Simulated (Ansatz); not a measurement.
**SnTe2: a single-point run**

The task is a single-point run on SnTe2. The structure is shown as the input types it. The cell is built on a prototype (fluorite) and needn't be the phase found in nature.

Computed with Ansatz 0.2.0 (density functional or hybrid calculation with the settings of its input, plane waves (as first typed), unless a step's input says otherwise).

2 further runs of the same task are left out: 2 that didn't finish.

## 1. The system as given

The structure is cubic, space group Fm-3m (No. 225). Conventional cell: a = 7.402 Å, b = 7.402 Å, c = 7.402 Å, α = 90.00°, β = 90.00°, γ = 90.00°. Sn (site symmetry m-3m) has 8 Te at 3.21 Å as nearest neighbours. Around Te (site symmetry -43m) lie 4 Sn at 3.21 Å.

The input asks for a charge of +100 e on the cell.

Structure file:

```
Sn Te
1.0
     0.00000    3.70104    3.70104
     3.70104    0.00000    3.70104
     3.70104    3.70104    0.00000
Sn Te
1 2
Direct
  0.00000 0.00000 0.00000
  0.25000 0.25000 0.25000
  0.75000 0.75000 0.75000
```

## 2. Input and run

Input file input.yaml:

```yaml
crystal:
  lattice:
    - [0.0, 3.7010376726, 3.7010376726]
    - [3.7010376726, 0.0, 3.7010376726]
    - [3.7010376726, 3.7010376726, 0.0]
  atoms:
    - { symbol: Sn, position: [0.0, 0.0, 0.0] }
    - { symbol: Te, position: [0.25, 0.25, 0.25] }
    - { symbol: Te, position: [0.75, 0.75, 0.75] }
kpoints:
  mp_grid: { grid: [4, 4, 4] }
hamiltonian:
  xc: r2scan
scf:
  occupations: { method: fermi_dirac, width: 0.02 }
  n_extra_bands: 4
  max_iter: 88
output:
  forces: true
  stress: true
  eigenvalues: true
total_charge: 100
```

On the command line:

```
ansatz run input.yaml --threads 4 --pin off --max-ram 3686MiB --backend cpu --events-out ev --progress --plain --runs-dir out
```

What happens when this is run?

The program refused the input before any cycle. Its message: «inconsistent input (total_charge): 100 leaves -54.000 electrons of the 46 valence electrons — a charged cell must keep at least one electron»

In the input, total_charge is 100. The combination asked for isn't defined or isn't served.

Fix: delete total_charge (the default then holds).
